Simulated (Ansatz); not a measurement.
# LuH2: the cost of one run

Program: the Python package of Ansatz 0.2.0. The levels of theory stand in the script. These are calculated values, not measurements.

**1. The structure**

The structure is cubic, space group Fm-3m (No. 225). The conventional cell has a = 5.033 Å, b = 5.033 Å, c = 5.033 Å, α = 90.00°, β = 90.00°, γ = 90.00°. Lu (site symmetry m-3m) is surrounded by 8 H at 2.18 Å. Around H (site symmetry -43m) lie 4 Lu at 2.18 Å.

No structure file is read: the coordinates are typed or built in the script.

**2. Script**

The input, luh2.py:

```python
# -*- coding: utf-8 -*-
"""Relaxed cell of LuH2 under several functionals."""

import ansatz
from ase import Atoms
import numpy as np

def edges_and_angles(cell):
    cell = np.asarray(cell)
    a, b, c = np.linalg.norm(cell, axis=1)
    cosines = cell[1] @ cell[2] / (b * c), cell[0] @ cell[2] / (a * c), cell[0] @ cell[1] / (a * b)
    return (a, b, c, *np.degrees(np.arccos(cosines)))


def main():
    atoms = Atoms(
        ["Lu", "H", "H"],
        scaled_positions=[
            (0.0, 0.0, 0.0),
            (0.25, 0.25, 0.25),
            (0.75, 0.75, 0.75),
        ],
        cell=[
            (0.0, 2.5165, 2.5165),
            (2.5165, 0.0, 2.5165),
            (2.5165, 2.5165, 0.0),
        ],
        pbc=True,
    )
    cell = ansatz.Crystal.from_ase(atoms)

    setup = (
        cell.calculation()
        .kpoints(7)  # the mesh must be finer for metals
        .occupations("Fermi-Dirac", width=0.1)  # fractional filling near the Fermi level
        .relax(cell=True)
    )

    levels = [("lda", "none"), ("pbesol", "none"), ("blyp", "d3bj")]
    print("level            a       b       c    alpha   beta  gamma  V/atom  steps")
    for name, dispersion in levels:
        seen = []
        run = setup.functional(name, dispersion=dispersion).session().plan()
        res = run.execute(on_event=lambda e: seen.append(e) if e["event"] == "relax_step" else None)
        cell = res.lattice.cell_ang
        label = name if dispersion == "none" else f"{name}+{dispersion}"
        print("{:13s} {:7.4f} {:7.4f} {:7.4f} {:6.2f} {:6.2f} {:6.2f}".format(label, *edges_and_angles(cell)), f"{abs(np.linalg.det(cell)) / len(res.lattice.sites):7.3f} {len(seen):5d}")


if __name__ == "__main__":
    main()
```

**3. The input behind the calls**

The package turns the script's settings into the engine's input (first run):

```yaml
crystal:
  lattice:
    - [0.0, 2.5165, 2.5165]
    - [2.5165, 0.0, 2.5165]
    - [2.5165, 2.5165, 0.0]
  atoms:
    - { symbol: Lu, position: [0.0, 0.0, 0.0] }
    - { symbol: H, position: [0.25, 0.25, 0.25] }
    - { symbol: H, position: [0.75, 0.75, 0.75] }
kpoints:
  mp_grid:
    grid: [7, 7, 7]
hamiltonian:
  xc: lda
  dispersion: none
scf:
  occupations:
    method: fermi_dirac
    width: 0.1
relax:
  cell: {}
```

**4. Launch**

The run is started by

```
> python luh2.py
```

**Question.** How long does this script take on 1 thread of Arm Neoverse V2, shared host, and how much memory does it need?

About 14 s, with a peak of 0.39 GiB.
